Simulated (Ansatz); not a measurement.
CH5AlOS, SMILES [CH3][Al]([OH])[SH], a rigid scan of one bond angle

Computed with Ansatz's Python interface.

Run as a notebook:

**Cell 1**
```python
import warnings

import ansatz as az
from ase import Atoms
```

**Cell 2**
```python
warnings.simplefilter("ignore", az.DeckWarning)

atoms = Atoms(["C", "Al", "O", "S", "H", "H", "H", "H", "H"], positions=[
    [-0.0044, 0.7455, -1.2368],
    [-0.0693, -0.5718, 0.2045],
    [1.3371, -1.6876, 0.4127],
    [-1.7737, -0.7096, 1.5932],
    [-0.9064, 0.6016, -1.9487],
    [-0.141, 1.8197, -0.8075],
    [0.9238, 0.7173, -1.8126],
    [2.0059, -1.1869, 1.0427],
    [-1.2836, 0.2255, 2.5354],
])
```

**Cell 3**
```python
# start the scan from a relaxed geometry
first = (
    az.Crystal.molecule_from_ase(atoms).calculation()
    .basis(gaussian="def2-SVP")
    .functional("PBE", dispersion="d3bj")
    .relax(force_tolerance=0.02, max_steps=80)
)
atoms.positions = first.run().report["positions_ang"]
```

**Cell 4**
```python
rows = []
for angle in [85, 95, 105, 115, 125, 140, 160]:
    bent = atoms.copy()
    bent.set_angle(1, 2, 7, angle, indices=[7])
    calc = (
        az.Crystal.molecule_from_ase(bent).calculation()
        .basis(gaussian="def2-SVP")
        .functional("PBE", dispersion="d3bj")
    )
    rows.append((angle, calc.run().report["free_energy_ev"]))
floor = min(e for _, e in rows)
for angle, e in rows:
    print(f"angle Al1-O2-H7 = {angle:3d} deg   {1000 * (e - floor):9.1f} meV")
```
Output:
```text
angle Al1-O2-H7 =  85 deg       448.0 meV
angle Al1-O2-H7 =  95 deg       219.7 meV
angle Al1-O2-H7 = 105 deg        84.7 meV
angle Al1-O2-H7 = 115 deg        17.7 meV
angle Al1-O2-H7 = 125 deg         0.0 meV
angle Al1-O2-H7 = 140 deg        31.9 meV
angle Al1-O2-H7 = 160 deg       114.4 meV
```

The scan is rigid, and the energies are electronic, in a modest basis. The zero is the lowest point of the grid, which needn't be the minimum. Wall time of the script: 48 s on 1 thread of Arm Neoverse V2 (shared host), peak memory 0.22 GiB.
